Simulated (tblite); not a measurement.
# Ga14P14 ((GaP)14 cage of four- and six-membered rings): the cost of one run

Programs: tblite 0.8.0 and PySCF 2.14.0, with routines of our own; each step states its level. All values are computed. Atoms count from 0.

## (1) The system as given

28 atoms, charge 0, multiplicity 1; geometry from: force field, distance geometry or constructed start.

## (2) Relaxing the molecule with GFN2-xTB

The job: settings as JSON, then the geometry in Å.

```
{"job": {"kind": "relax", "xc": "GFN2-xTB", "basis": "xTB"}, "charge": 0, "multiplicity": 1}
Ga     1.155100    -0.001400    -4.852100
P      1.166800     1.970600    -3.684300
Ga    -1.163400     1.965800    -3.676800
P     -1.149300     0.004900    -4.857100
Ga    -1.169700    -1.968600    -3.674700
P      1.166500    -1.967900    -3.680300
Ga     2.178300    -2.016600    -1.555400
P      2.734900     0.002700    -0.563300
Ga     2.181000     2.016300    -1.552100
P      1.164600     3.639200    -0.168700
Ga    -1.169200     3.638800    -0.172800
P     -2.180200     2.016500    -1.552500
Ga    -2.734700     0.000800    -0.560700
P     -2.175600    -2.018700    -1.555500
Ga    -1.169500    -3.634800    -0.171200
P      1.165300    -3.639400    -0.164700
Ga     1.151000    -3.366600     2.097900
P     -1.152600    -3.371800     2.095600
P      2.301700    -1.618700     3.056100
Ga     3.233600     0.000700     1.705600
P      2.300100     1.623600     3.055400
Ga     1.149900     3.369500     2.097400
P     -1.147900     3.372700     2.103800
Ga     1.146400    -0.004700     4.213100
P     -3.230900     0.002500     1.702700
Ga    -2.309500    -1.621300     3.055300
P     -1.151300     0.002000     4.213500
Ga    -2.303900     1.620500     3.054300
```

On the command line:

```bash
OMP_NUM_THREADS=4 python large_run.py task.json out
```

The driver reads the jobs from task.json and runs them one after another.

Q: Estimate the wall time and peak memory of this first job on 4 threads of Arm Neoverse V1, shared host.

About 7.9 s, with a peak of 0.16 GiB.
